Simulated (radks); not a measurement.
# Sc⁴⁺ in [He] 2s2 2p5 3s2 3p5 4p1: an all-electron calculation

The task here is to estimate one member of a computed series from the others.

The numbers are computed with radks (a radial shooting solver on a logarithmic mesh, Libxc functionals) version 1 (scalar-relativistic Kohn-Sham, LDA (Slater exchange, VWN5 correlation), spin-polarised, spherical densities, finite nucleus; open shells are filled with parallel spins first), except any that are marked as measured or tabulated.

### Starting point

| Quantity | Value |
| --- | --- |
| element | scandium (Z = 21) |
| charge | +4 |
| electrons | 17 |
| configuration | [He] 2s2 2p5 3s2 3p5 4p1 |
| nuclear rms radius | 3.5459 fm |

Outer shells as boxes (Hund's rule):

Sc⁴⁺
```
[He] core
2s [↑↓]
2p [↑↓][↑↓][↑ ]
3s [↑↓]
3p [↑↓][↑↓][↑ ]
4p [↑ ][  ][  ]
```

The first run:

Settings of this run:

```text
Z 21
configuration [He] 2s2 2p5 3s2 3p5 4p1
relativity scalar-relativistic
functional lda,vwn5
spin polarised
nucleus finite rms 3.5459 fm
c 137.035999084
```

On the command line:

```bash
$ python run_ks.py task.json out
```

The same process makes all the runs of this session.

One table of the session follows, with a row left open; its other results are not shown here.

It belongs to the step «Orbitals and density». Sizes of the orbitals, from the radial functions (bohr):

| level | <r> | outermost maximum (interpolated) | 90 % within | nodes |
| --- | --- | --- | --- | --- |
| 1s up | 0.07318 | 0.0479 | 0.131 | 0 |
| 1s down | 0.07313 | 0.0479 | 0.131 | 0 |
| 2s up | 0.3382 | 0.281 | 0.525 | 1 |
| 2s down | 0.3390 | 0.281 | 0.526 | 1 |
| 2p up | 0.3000 | 0.228 | 0.492 | 0 |
| 2p down | 0.3011 | 0.229 | 0.494 | 0 |
| 3s up | 0.9819 | 0.873 | 1.45 | 2 |
| 3s down | 0.9868 | 0.876 | 1.46 | 2 |
| 3p up | 1.016 | 0.883 | 1.54 | 1 |
| 3p down | 1.022 | 0.889 | 1.55 | 1 |
| 4p up | 2.530 | 2.37 | 3.63 | 2 |
| 4p down | ? | ? | ? | ? |

Q: Estimate the row for 4p down from the others.

The run gave: <r>: 2.568; outermost maximum (interpolated): 2.39; 90 % within: 3.70; nodes: 2. In the column «<r>» it is the highest.
